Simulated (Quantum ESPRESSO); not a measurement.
The system is Mo.

```
Mo
1.0
    -1.62000    1.62000    1.62000
     1.62000   -1.62000    1.62000
     1.62000    1.62000   -1.62000
Mo
1
Direct
  0.00000 0.00000 0.00000
```

The cell was built by a generator and needn't be a form met in nature.

Base run:

```yaml
Program: Quantum ESPRESSO 7.5
Functional: PBEsol
Potentials_or_basis: GBRV 1.5 PBEsol
Cutoff: 612 eV
Density_cutoff: 4898 eV
k_mesh: 18 × 18 × 18
Occupations: methfessel-paxton, width 0.1 eV
Spin: no spin polarisation
```

Its results: band gap on the k mesh none (metal or under the smearing width); pressure -24.1 GPa.

Q: The run is repeated on the same cell with these changes: functional from PBEsol to PBE; potentials or basis from GBRV 1.5 PBEsol to GBRV 1.5 PBE. What comes out?

A: Band gap on the k mesh none (metal or under the smearing width); pressure -17.2 GPa.

Caveats: so large a pressure means that the cell lies far from this level's equilibrium, or that cutoff or potentials fall short.
